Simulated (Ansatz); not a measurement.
This was printed by a script on Ansatz 0.2.0 through its Python package, for a ladder of methods at one geometry of C₂HBCl₂ (charge +1), SMILES [CH+]=[C]B(Cl)Cl. What did the script look like? Level of theory (for the species named): BLYP, def2-SVP basis, multiplicity 2. The script varies functional: blyp, hse06, lda, r2scan, b3lyp.

```xyz
6

C    -1.5594   -0.1938    0.0566
C    -0.4169   -0.8174    0.1681
B     0.9428   -0.0598    0.0011
Cl    2.5227   -0.9930    0.1693
Cl    0.9952    1.7516   -0.3613
H    -2.4844    0.3124   -0.0338
```

```console
$ python run_methods.py
functional    E (Ha)        dipole (D)   HOMO (eV)  LUMO (eV)
blyp         -1021.272065     4.167     -13.483    -12.895
hse06        -1020.834502     5.270     -14.176    -13.074
lda          -1017.333162     4.107     -13.835    -13.348
r2scan       -1021.176268     4.980     -13.927    -13.243
b3lyp        -1021.323971     4.908     -14.327    -12.771
```

One script that gives this output:

`run_methods.py`:
```python
"""One geometry of C2HBCl2(+), method by method."""

from pathlib import Path
import argparse
import warnings

import ansatz as az
from ase import Atoms
import numpy as np

parser = argparse.ArgumentParser(description="One geometry of C2HBCl2(+), method by method.")
parser.add_argument("--basis", default="def2-SVP", help="Gaussian basis set")
parser.add_argument("--charge", type=int, default=1, help="electrons removed")
args = parser.parse_args()

warnings.simplefilter("ignore", az.DeckWarning)

atoms = Atoms(["C", "C", "B", "Cl", "Cl", "H"], positions=[
    [-1.5594, -0.1938, 0.0566],
    [-0.4169, -0.8174, 0.1681],
    [0.9428, -0.0598, 0.0011],
    [2.5227, -0.993, 0.1693],
    [0.9952, 1.7516, -0.3613],
    [-2.4844, 0.3124, -0.0338],
])
geometry = az.Crystal.molecule_from_ase(atoms)

base = (
    geometry.calculation()
    .basis(gaussian=args.basis)
    .charge(args.charge)
    .spin("collinear", total=1)
)

print("functional    E (Ha)        dipole (D)   HOMO (eV)  LUMO (eV)")
for name in ["blyp", "hse06", "lda", "r2scan", "b3lyp"]:
    data = base.functional(name).forces().orbitals().run(threads=1, pin="off", runs_dir="runs").report
    lines = Path(data["orbitals_path"]).read_text().splitlines()
    field_of = lambda key: [line.split("=")[1].strip() for line in lines if line.startswith(key)]
    orbitals = [(27.211386 * float(e), s, float(n)) for e, s, n in zip(field_of("Ene="), field_of("Spin="), field_of("Occup="))]
    homo = max(e for e, _, n in orbitals if n > 0.5)
    lumo = min(e for e, _, n in orbitals if n < 0.5)
    dipole = 4.803205 * np.linalg.norm(data["charge_distribution"]["dipole_moment_e_ang"])
    print(f"{name:10s} {data['free_energy_ev'] / 27.211386246:14.6f} {dipole:9.3f} {homo:11.3f} {lumo:10.3f}")
```

Reading the output:
- Total energies depend on the basis set; only differences at equal settings carry meaning.
- The geometry is a force-field or estimated start, not a minimum of this method, and the basis set is short of its limit. A lower total doesn't mark the better method: functionals have no common bound, and MP2 and coupled cluster aren't variational.
- The run takes the species as open-shell (spin multiplicity 2), which needn't be its ground state.
- An ion's dipole depends on the origin; the program takes it about the centre of nuclear charge.
- b3lyp holds the VWN-RPA fit, as in Gaussian; the form of ORCA and Turbomole is b3lyp5.
- Levels such as HOMO and LUMO are orbital energies: with these approximate functionals they aren't the ionisation energy and electron affinity, and their gap isn't the fundamental gap.
- hse06 follows the composition of plane-wave codes, whose totals differ by tens of mHa, up to about 0.1 Ha, from the form usual in Gaussian-basis programs (wpbeh).
- Run time: 53 s on 1 thread of Arm Neoverse V2, on a shared host, peak memory 0.32 GiB.
